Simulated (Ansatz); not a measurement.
The system is MoSe.

```
CELL_PARAMETERS angstrom
0.00000 2.89288 2.89288
2.89288 0.00000 2.89288
2.89288 2.89288 0.00000
ATOMIC_POSITIONS crystal
Mo 0.00000 0.00000 0.00000
Se 0.50000 0.50000 0.50000
```

The cell was built by a generator and needn't be a form met in nature.

* Program: Ansatz 0.2.0
* Task: relaxation of cell and atoms
* Functional: PBEsol0
* Potentials or basis: Ansatz PAW
* Cutoff: 420 eV (not typed: the program's choice for these potentials)
* k mesh: 4 × 4 × 4
* Occupations: fermi-dirac, width 0.05 eV
* Spin: no spin polarisation

At the start: volume 24.21 Å³/atom.

Q: How do energy, volume and symmetry change on relaxing?

A: It ends after 6 steps and the volume is 16.61 Å³/atom (-31.4 %); space group Fm-3m (No. 225, to 0.05 Å).

Step by step:
```tsv
step	energy change (eV)	largest force (eV/Å)	volume (Å³)
1	0.0000	0.0000	48.42
2	-1.0875	0.0000	41.68
3	-1.7779	0.0000	35.59
4	-1.8293	0.0000	31.89
5	-1.8609	0.0000	33.21
6	-1.8591	0.0000	33.21
```

Final structure:
```xyz
2
Lattice="0.0000 2.5513 2.5513 2.5513 0.0000 2.5513 2.5513 2.5513 0.0000" Properties=species:S:1:pos:R:3 pbc="T T T"
Mo    0.0000    0.0000    0.0000
Se    2.5513    2.5513    2.5513
```

Caveat: the k mesh is coarse (spacing up to 0.47 Å⁻¹), so the values aren't converged, least of all with exact exchange; the volume moved by over 15 % at a fixed basis, so the end points are rough; the plane-wave basis is chosen anew once the cell has moved, so the energies of steps on either side of that aren't comparable; the PAW data sets come from PBE, with cores solved anew for the run's functional, which leaves a small shift of forces and pressure.
